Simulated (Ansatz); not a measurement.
**CuF3 (ReO3 type): the equilibrium volume**

At what volume is CuF3 (ReO3 type) free of pressure? This structure was made by substitution into a known type, so it needn't be the compound's stable form.

Program: Ansatz 0.2.0. Level of theory: DFT PBE, scalar-relativistic, plane waves, PAW. These are calculated values, not measurements.

6 further runs of the same task are left out: 4 that didn't finish, 2 set aside as unsound or not needed. Runs told in other sessions of the task aren't counted.

### Step 1. Starting point

It takes space group Pm-3m (No. 221, cubic). Conventional cell: a = 3.740 Å, b = 3.740 Å, c = 3.740 Å, α = 90.00°, β = 90.00°, γ = 90.00°. Around Cu (site symmetry m-3m) lie 6 F at 1.87 Å. F (site symmetry 4/mmm) has 2 Cu at 1.87 Å in its first shell of neighbours.

Structure file:

```
Cu F
1.0
     3.74000    0.00000    0.00000
     0.00000    3.74000    0.00000
     0.00000    0.00000    3.74000
Cu F
1 3
Direct
  0.00000 0.00000 0.00000
  0.50000 0.00000 0.00000
  0.00000 0.00000 0.50000
  0.00000 0.50000 0.00000
```

The moments start at Cu 2.00 μB.

### Step 2. At the starting volume

input.yaml reads:

```yaml
crystal:
  lattice:
    - [3.74, 0.0, 0.0]
    - [0.0, 3.74, 0.0]
    - [0.0, 0.0, 3.74]
  atoms:
    - { symbol: Cu, position: [0.0, 0.0, 0.0], spin: 2.0 }
    - { symbol: F, position: [0.5, 0.0, 0.0] }
    - { symbol: F, position: [0.0, 0.0, 0.5] }
    - { symbol: F, position: [0.0, 0.5, 0.0] }
basis:
  ecutwfc: 420
  ecutrho_ratio: 4
kpoints:
  mp_grid: { grid: [10, 10, 10] }
hamiltonian:
  xc: pbe
scf:
  occupations: { method: gaussian, width: 0.05 }
output:
  forces: true
  stress: true
  eigenvalues: true
  populations: true
magnetization:
  spin_polarized: true
```

Command:

```bash
> ansatz run input.yaml --threads 2 --pin off --max-ram 2662MiB --backend cpu --events-out ev --progress --plain --runs-dir out
```

Standard output, shortened:

```text
Warning: RAYON_NUM_THREADS=2 ignored (pool sized by the plan → 2); use --threads N
[...]
Pseudopotentials: kind: paw
Pseudopotential: Cu, paw, valence charge 19, recommended cutoff 420 eV (normal), Cu.paw.azcp
Pseudopotential: F, paw, valence charge 7, recommended cutoff 420 eV (normal), F.paw.azcp
Functional definition: PBE
[...]
Crystal: 4 atoms, lattice volume = 52.314 Å³
Basis set: ecut = 420 eV, 1021 PW (Γ), exchange–correlation on 50×50×50 points (8 copies of the dense FFT grid, shifted against one another)
Bands: 26, of which v1, the nominal top of the filled ones, is band 20 counted from 1 (19 counted from 0)
Symmetry: 48 space group operations
Space group: Pm-3m (ITA 221), of the structure as read, at distance tolerance 3.7e-5 Å
Magnetic group: BNS 221.92 (UNI 1594), of the structure as read, at distance tolerance 3.7e-5 Å
k-points: 56 of 1000
[...]
Starting moments: Σ|m| = 2 μB on 1 of 4 sites
[...]
SCF iter   1: F=—  HF=-9049.233568 eV  |F-HF|=—  |Δ(HF+E_count)|=         —  Δρ=2.32e-1 (↑5.97e-2 ↓2.32e-1)  dr2=1.95e1  dr2_m=7.79e0  M=0.308 μB ∫|m|=0.320 μB  β_m=0.30  ethr=3.10e-3  ⟨swp⟩=6.0  Hψ=13016  notcnv=0
[...]
spin-set hold released at iteration 6 (site moments contracting): the magnetisation degrees of freedom join the quasi-Newton model from the next iteration; the mixer history was flushed
[...]
SCF iter  16: F=-9047.169053 eV  HF=-9047.169053 eV  |F-HF|=0.00e0  |Δ(HF+E_count)|=  1.96e-10  Δρ=1.90e-7 (↑1.90e-7 ↓1.34e-7)  dr2=1.52e-11  dr2_m=2.85e-12  M=0.157 μB ∫|m|=0.159 μB  ethr=2.30e-12  ⟨swp⟩=2.0  Hψ=5608  notcnv=0
[...]
SCF converged after 16 iterations
Magnetization: 0.1572 μB (20.0786 up, 19.9214 down)
Absolute magnetization: 0.1584 μB (∫|ρ↑−ρ↓|, with the PAW one-centre terms)
Spin contamination: 0.0002 ħ² per cell (⟨S²⟩ above its minimum at these occupations)
Per-site moments (μB) at R_I (Å): [(0.10374310070897116, 0.7713750000000001), (0.015828514726633974, 0.7713750000000001), (0.01582851472663366, 0.7713750000000001), (0.01582851472663304, 0.7713750000000001)]
Free energy (F): -9047.169053 eV
[...]
E sigma→0 (E₀):  -9047.168253 eV
Entropy (-TS):   -0.001601 eV (-0.400 meV/atom)
Fermi energy:    1.615851 eV
[...]
--- Forces (eV/Å), atoms counted from 1 ---
  atom   1  Cu    -0.00000000     0.00000000    -0.00000000
  atom   2  F      0.00000000    -0.00000000    -0.00000000
  atom   3  F      0.00000000    -0.00000000    -0.00000000
  atom   4  F      0.00000000    -0.00000000    -0.00000000
[...]
--- Stress (GPa, compression-positive) ---
        4.062437       0.000000       0.000000
        0.000000       4.062437       0.000000
        0.000000       0.000000       4.062437
  P = ⅓ Tr σ = 4.0624 GPa (40.624 kbar)
--- Band table (eV; the first three rows and the last of 112) ---
[... band rows left out ...]
[...]
--- Löwdin populations: 4 sites ---
  site symbol       q [e]    m [muB]
     0     Cu     17.3396     0.0961
     1      F      7.4946     0.0196
     2      F      7.4946     0.0196
     3      F      7.4946     0.0196
  spilling = 0.004414 (of n_electrons = 40.000000)
```

Wall time 6.9 s (2 threads of Arm Neoverse V2, shared host); peak memory 0.39 GiB.

Result: volume 13.078 Å³/atom, pressure 4.06 GPa, a metal on this mesh, spin moments in the atoms' spheres Cu 0.10 μB.

### Step 3. Stepping to 13.433 Å³/atom

input.yaml, as its differences from that of step 2:

```diff
@@ -2,7 +2,7 @@
   lattice:
-    - [3.74, 0.0, 0.0]
-    - [0.0, 3.74, 0.0]
-    - [0.0, 0.0, 3.74]
+    - [3.7734630636, 0.0, 0.0]
+    - [0.0, 3.7734630636, 0.0]
+    - [0.0, 0.0, 3.7734630636]
   atoms:
-    - { symbol: Cu, position: [0.0, 0.0, 0.0], spin: 2.0 }
+    - { symbol: Cu, position: [0.0, 0.0, 0.0], spin: 0.11 }
     - { symbol: F, position: [0.5, 0.0, 0.0] }
```

Command:

```bash
> ansatz run input.yaml --threads 2 --pin off --max-ram 2662MiB --backend cpu --events-out ev --progress --plain --runs-dir out
```

Standard output, shortened:

```text
Warning: RAYON_NUM_THREADS=2 ignored (pool sized by the plan → 2); use --threads N
[...]
[... 4 set-up lines as earlier in the session ...]
[...]
Crystal: 4 atoms, lattice volume = 53.730 Å³
Basis set: ecut = 420 eV, 1021 PW (Γ), exchange–correlation on 54×54×54 points (8 copies of the dense FFT grid, shifted against one another)
Bands: 25, of which v1, the nominal top of the filled ones, is band 20 counted from 1 (19 counted from 0)
[... 1 set-up line as earlier in the session ...]
Space group: Pm-3m (ITA 221), of the structure as read, at distance tolerance 3.8e-5 Å
Magnetic group: BNS 221.92 (UNI 1594), of the structure as read, at distance tolerance 3.8e-5 Å
k-points: 56 of 1000
[...]
Starting moments: Σ|m| = 0.11 μB on 1 of 4 sites
[...]
Free energy (F): -9047.192010 eV
[...]
E sigma→0 (E₀):  -9047.191271 eV
Entropy (-TS):   -0.001478 eV (-0.369 meV/atom)
Fermi energy:    1.237362 eV
[...]
--- Forces (eV/Å), atoms counted from 1 ---
  atom   1  Cu    -0.00000000     0.00000000     0.00000000
  atom   2  F      0.00000000    -0.00000000     0.00000000
  atom   3  F      0.00000000     0.00000000     0.00000000
  atom   4  F      0.00000000     0.00000000     0.00000000
[...]
--- Stress (GPa, compression-positive) ---
        1.214315       0.000000       0.000000
        0.000000       1.214315       0.000000
        0.000000       0.000000       1.214315
  P = ⅓ Tr σ = 1.2143 GPa (12.143 kbar)
--- Band table (eV; the first three rows and the last of 112) ---
[... band rows left out ...]
[...]
--- Löwdin populations: 4 sites ---
  site symbol       q [e]    m [muB]
     0     Cu     17.3464     0.1011
     1      F      7.4924     0.0208
     2      F      7.4924     0.0208
     3      F      7.4924     0.0208
  spilling = 0.004409 (of n_electrons = 40.000000)
```

It took 7.3 s on 2 threads of Arm Neoverse V2, shared host; peak memory 0.39 GiB.

Read off: volume 13.433 Å³/atom, pressure 1.21 GPa, no gap, spin moments in the atoms' spheres Cu 0.11 μB.

### Step 4. Volume 13.601 Å³/atom

input.yaml, as its differences from that of step 3:

```diff
@@ -2,7 +2,7 @@
   lattice:
-    - [3.7734630636, 0.0, 0.0]
-    - [0.0, 3.7734630636, 0.0]
-    - [0.0, 0.0, 3.7734630636]
+    - [3.7891542182, 0.0, 0.0]
+    - [0.0, 3.7891542182, 0.0]
+    - [0.0, 0.0, 3.7891542182]
   atoms:
-    - { symbol: Cu, position: [0.0, 0.0, 0.0], spin: 0.11 }
+    - { symbol: Cu, position: [0.0, 0.0, 0.0], spin: 0.12 }
     - { symbol: F, position: [0.5, 0.0, 0.0] }
```

Command:

```bash
> ansatz run input.yaml --threads 2 --pin off --max-ram 2662MiB --backend cpu --events-out ev --progress --plain --runs-dir out
```

Standard output, shortened:

```text
Warning: RAYON_NUM_THREADS=2 ignored (pool sized by the plan → 2); use --threads N
[...]
[... 4 set-up lines as earlier in the session ...]
[...]
Crystal: 4 atoms, lattice volume = 54.404 Å³
Basis set: ecut = 420 eV, 1045 PW (Γ), exchange–correlation on 54×54×54 points (8 copies of the dense FFT grid, shifted against one another)
Bands: 25, of which v1, the nominal top of the filled ones, is band 20 counted from 1 (19 counted from 0)
[... 2 set-up lines as earlier in the session ...]
Magnetic group: BNS 221.92 (UNI 1594), of the structure as read, at distance tolerance 3.8e-5 Å
k-points: 56 of 1000
[...]
Starting moments: Σ|m| = 0.12 μB on 1 of 4 sites
[...]
Free energy (F): -9047.194548 eV
[...]
E sigma→0 (E₀):  -9047.193825 eV
Entropy (-TS):   -0.001445 eV (-0.361 meV/atom)
Fermi energy:    1.065507 eV
[...]
--- Forces (eV/Å), atoms counted from 1 ---
  atom   1  Cu    -0.00000000    -0.00000000    -0.00000000
  atom   2  F      0.00000000    -0.00000000    -0.00000000
  atom   3  F      0.00000000    -0.00000000    -0.00000000
  atom   4  F      0.00000000     0.00000000     0.00000000
[...]
--- Stress (GPa, compression-positive) ---
        0.007682       0.000000       0.000000
       -0.000000       0.007682       0.000000
        0.000000       0.000000       0.007682
  P = ⅓ Tr σ = 0.0077 GPa (0.077 kbar)
--- Band table (eV; the first three rows and the last of 112) ---
[... band rows left out ...]
[...]
--- Löwdin populations: 4 sites ---
  site symbol       q [e]    m [muB]
     0     Cu     17.3497     0.1029
     1      F      7.4913     0.0213
     2      F      7.4913     0.0213
     3      F      7.4913     0.0213
  spilling = 0.004407 (of n_electrons = 40.000000)
```

It took 7.4 s on 2 threads of Arm Neoverse V2, shared host; peak memory 0.39 GiB.

Read off: volume 13.601 Å³/atom, pressure 0.01 GPa, no gap, spin moments in the atoms' spheres Cu 0.11 μB.

### Step 5. The volume search in one table

```
step  level      mesh  relaxed  volume (Å³/atom)  pressure (GPa)
   2    PBE  10×10×10  nothing            13.078            4.06
   3    PBE  10×10×10  nothing            13.433            1.21
   4    PBE  10×10×10  nothing            13.601            0.01
```

How the cell compares, before and after:

| cell as typed | before | after | change |
| --- | --- | --- | --- |
| a (Å) | 3.740 | 3.789 | +1.3 % |
| b (Å) | 3.740 | 3.789 | +1.3 % |
| c (Å) | 3.740 | 3.789 | +1.3 % |
| volume (Å³/atom) | 13.078 | 13.601 | +4.0 % |
| shortest distance (Å) | 1.870 | 1.895 | +1.3 % |
| space group | Pm-3m | Pm-3m | same |

### Step 6. What came out

```
               quantity                                                                      value
                 volume                                                             13.601 Å³/atom
               pressure                                                                   0.01 GPa
      conventional cell  a = 3.789 Å, b = 3.789 Å, c = 3.789 Å, α = 90.00°, β = 90.00°, γ = 90.00°
        gap on the mesh                                                               none (metal)
spin moments in spheres                                                                 Cu 0.11 μB
```

**Reading.** Over the 3 runs shown the cell moved from 13.08 to 13.60 Å³/atom, a change of +4.0 %, where the pressure is zero within 0.01 GPa. Another start or magnetic order reached a lower energy, so these numbers don't belong to the lowest state found.
